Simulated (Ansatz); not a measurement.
Crystal: HfIn4SiO6.

```
CELL_PARAMETERS angstrom
5.69867 0.00381 0.01559
-0.70506 6.10815 -0.00575
-2.73718 -1.39557 6.63076
ATOMIC_POSITIONS crystal
Hf 0.11793 0.01556 0.13292
In 0.38842 0.99901 0.72891
In 0.75865 0.00842 0.49586
In 0.23461 0.48841 0.53300
In 0.59649 0.48211 0.20528
Si 0.86778 0.44029 0.85544
O 0.55316 0.38738 0.79290
O 0.93454 0.38483 0.65596
O 0.98414 0.26218 0.00347
O 0.99083 0.69806 0.98452
O 0.08665 0.06493 0.39374
O 0.48680 0.10883 0.21799
```

The cell was built by a generator and needn't be a form met in nature.

Base run:

| Property | Result |
| --- | --- |
| Program | Ansatz 0.2.0 |
| Functional | PBEsol |
| Potentials or basis | all-electron LAPW, scalar-relativistic |
| Cutoff | 493 eV |
| Density cutoff | 1972 eV |
| Basis error allowed | 0.002 eV/atom |
| k mesh | 4 × 4 × 3 |
| Occupations | fermi-dirac, width 0.05 eV |
| Spin | no spin polarisation |

Its results: band gap on the k mesh 0.93 eV, indirect (least direct gap 1.14 eV); pressure -3.2 GPa; largest force 0.259 eV/Å.

Q: After a change of settings the same cell gave: band gap on the k mesh 0.96 eV, indirect (least direct gap 1.18 eV); pressure -5.8 GPa; largest force 0.492 eV/Å. Which change was it?
A. functional from PBEsol to PBE; k mesh from 4 × 4 × 3 to 3 × 3 × 2
B. functional from PBEsol to revPBE
C. functional from PBEsol to LDA
D. functional from PBEsol to PBE

A: C.

LDA binds more tightly than PBEsol, so the same cell stands under less pressure.

Caveats: spin-orbit coupling is left out, which moves the levels of the heavy elements.

Not every run made on this cell is shown here.
